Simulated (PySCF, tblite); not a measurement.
**C₄H₃BF₂O: geometry, infrared bands and NMR shifts**

Wanted: the infrared bands and NMR shifts of C₄H₃BF₂O (`O=CC1=C[C@@H]1B(F)F`), by calculation.

Programs: tblite 0.8.0 and PySCF 2.14.0, with density-fitted response routines of our own. Each step states its level of theory. These are calculated values for one molecule in the gas phase, unless marked as measured. Atoms are numbered from 0 throughout.

## (1) The starting structure

11 atoms, charge 0, multiplicity 1; geometry from: force field or distance geometry start.

Bonds of the start (Å): O0–C1 1.27, C1–C2 1.45, C2–C3 1.35, C3–C4 1.49, C4–B5 1.58, B5–F6 1.46, B5–F7 1.44, C4–C2 1.49, C1–H8 1.10, C3–H9 1.06, C4–H10 1.11.

## (2) Optimising the geometry with GFN2-xTB

Job settings and geometry (Å):

```
{"job": {"kind": "relax", "xc": "GFN2-xTB", "basis": "xTB"}, "charge": 0, "multiplicity": 1}
O      1.596500    -1.172500    -1.680900
C      1.756500    -0.150600    -0.938900
C      0.583200     0.399600    -0.297600
C      0.037600     1.340000     0.494700
C     -0.892600     0.335600    -0.098600
B     -1.359900    -0.819400     0.865000
F     -0.408400    -1.921700     1.011700
F     -2.736900    -1.082100     1.197500
H      2.768000     0.253500    -0.779200
H      0.230700     2.175600     1.123700
H     -1.569300     0.644600    -0.923400
```

Command:

```sh
> OMP_NUM_THREADS=1 python probes_run.py task.json out
```

The driver reads the jobs from task.json and runs them one after another.

**Question.** This job is followed by: GFN2-xTB harmonic vibrations, gas phase; GIAO PBE0/pcSseg-1 NMR shielding, non-relativistic, gas phase. What will the session give for the following? strongest single infrared mode (GFN2-xTB); zero-point energy (GFN2-xTB); 13C shifts against TMS (PBE0/pcSseg-1); 1H shifts against TMS (PBE0/pcSseg-1); 17O shifts against H2O (PBE0/pcSseg-1); 11B shifts against BF3·OEt2 (PBE0/pcSseg-1); 19F shifts against CFCl3 (PBE0/pcSseg-1, means over atoms taken as alike); surface potential, 1st and 99th percentile.

**Answer**, as computed:

| quantity | value |
| --- | --- |
| strongest single infrared mode (GFN2-xTB) | 1318 cm⁻¹, 452 km/mol |
| zero-point energy (GFN2-xTB) | 39.7 kcal/mol |
| 13C shifts against TMS (PBE0/pcSseg-1) | 182.3, 128.5, 117.3, 8.0 ppm |
| 1H shifts against TMS (PBE0/pcSseg-1) | 10.66, 7.48, 1.01 ppm |
| 17O shifts against H2O (PBE0/pcSseg-1) | 725.8 ppm |
| 11B shifts against BF3·OEt2 (PBE0/pcSseg-1) | 26.2 ppm |
| 19F shifts against CFCl3 (PBE0/pcSseg-1, means over atoms taken as alike) | -76.2 ppm |
| surface potential, 1st and 99th percentile | -1.42 V and 1.88 V |

**Reading.** Over 62 steps the energy fell by 1.222 eV; of the close pairs, B5–F6 changed most, 1.464 to 1.321 Å. No mode is imaginary among the 27: a minimum at this level. The strongest single mode, at 1318 cm⁻¹, moves mainly B5 and H10. Unscaled tight-binding wavenumbers are off by several per cent, some by more. Its intensities can rank the bands wrongly. The most deshielded carbon is C1 (aldehyde carbonyl carbon), at 182.3 ppm: low-lying n→π* states of the double bond to the heteroatom give a large paramagnetic term (-240 ppm). H8 (hydrogen on an aldehyde carbonyl carbon) lies farthest downfield among hydrogen, at 10.66 ppm; the C=O anisotropy and electron withdrawal place aldehyde protons far downfield. At PBE0/pcSseg-1: Shielding is most anisotropic at O0 (span 1509 ppm, paramagnetic term -789 ppm). By nearest atom (PBE0/pcSseg-1), the HOMO sits on O0 63 %; H8 15 % and the LUMO on C1, C3 about 24 % each; O0 22 %.
